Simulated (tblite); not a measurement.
# C5H14GaN: the cost of one run

Computed with tblite 0.8.0 and PySCF 2.14.0, with density-fitted response routines of our own, on a single molecule, in the gas phase or a continuum. Atoms count from 0, in the outputs and in this text.

## (1) Starting geometry

21 atoms, charge 0, multiplicity 1; geometry from: force field or distance geometry start.

Bonds of the start (Å): C0–C1 1.53, C1–C2 1.53, C2–C3 1.35, C3–C4 1.49, C3–Ga5 1.99, Ga5–N6 1.91, C0–H7 1.10, C0–H8 1.11, C0–H9 1.12, C1–H10 1.11, C1–H11 1.10, C2–H12 1.09, C4–H13 1.12, C4–H14 1.11, C4–H15 1.11, Ga5–H16 1.62, Ga5–H17 1.61, N6–H18 1.04, N6–H19 1.04, N6–H20 1.05.

## (2) Geometry optimisation with GFN2-xTB

The job: settings as JSON, then the geometry in Å.

```
{"job": {"kind": "relax", "xc": "GFN2-xTB", "basis": "xTB"}, "charge": 0, "multiplicity": 1}
C     -3.090800    -0.998000     0.782700
C     -2.137300    -0.278600    -0.166900
C     -0.756200    -0.144700     0.468800
C      0.264200     0.460000    -0.173000
C      0.146100     1.023900    -1.543100
Ga     2.014300     0.569500     0.762900
N      3.336100    -0.361600    -0.259800
H     -2.720700    -2.010300     1.023600
H     -4.088800    -1.086900     0.298500
H     -3.218900    -0.419500     1.730600
H     -2.056100    -0.870400    -1.100000
H     -2.543200     0.720200    -0.391800
H     -0.610800    -0.534100     1.476000
H      1.117300     1.464100    -1.878600
H     -0.134600     0.235700    -2.267500
H     -0.624700     1.827000    -1.554700
H      2.447300     2.119600     0.903900
H      1.908600    -0.095500     2.230100
H      2.985600    -1.316700    -0.488000
H      3.538700     0.157500    -1.133300
H      4.214700    -0.444300     0.299900
```

Launch:

```
> OMP_NUM_THREADS=1 python probes_run.py task.json out
```

The driver reads the jobs from task.json and runs them one after another.

**Question.** How long does this first job take on 1 thread of AMD EPYC, shared host, and how much memory does it need?

About 2.3 s, with a peak of 0.18 GiB.
